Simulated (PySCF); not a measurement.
# CH5NSSi: the cost of one run

Programs: PySCF 2.14.0, with density-fitted response routines of our own. Each step states its level of theory. These are calculated values for one molecule in the gas phase, unless marked as measured. Atoms are numbered from 0 throughout.

### 1 Starting geometry

9 atoms, charge 0, multiplicity 1; geometry from: GFN2-xTB. The atoms were then displaced at random by about 0.01 Å, so the start is not that level's minimum.

Bonds of the start (Å): N0–C1 1.27, C1–Si2 1.92, Si2–S3 2.11, N0–H4 1.03, C1–H5 1.10, Si2–H6 1.45, Si2–H7 1.44, S3–H8 1.30.

### 2 Optimising the geometry at PBE0-D3(BJ)/def2-SVP

The job: settings as JSON, then the geometry in Å.

```
{"job": {"xc": "PBE0", "basis": "def2-SVP", "d3": "d3bj", "grid": 1, "shake": 0.01, "kind": "geom"}, "charge": 0, "multiplicity": 1}
N      2.053580     0.305820    -0.211300
C      0.977830     0.219100     0.464960
Si    -0.652780    -0.692390     0.019150
S     -2.213410     0.725700     0.176460
H      2.014370    -0.143300    -1.132570
H      1.016960     0.737370     1.428800
H     -0.553140    -1.192910    -1.342050
H     -0.925100    -1.698810     1.015250
H     -1.660490     1.722270    -0.452430
```

The run is started by

```console
$ OMP_NUM_THREADS=1 python probes_run.py task.json out
```

The driver reads the jobs from task.json and runs them one after another.

Q: Estimate the wall time and peak memory of this first job on 1 thread of Arm Neoverse V1, shared host.

About 19 s, with a peak of 0.37 GiB.
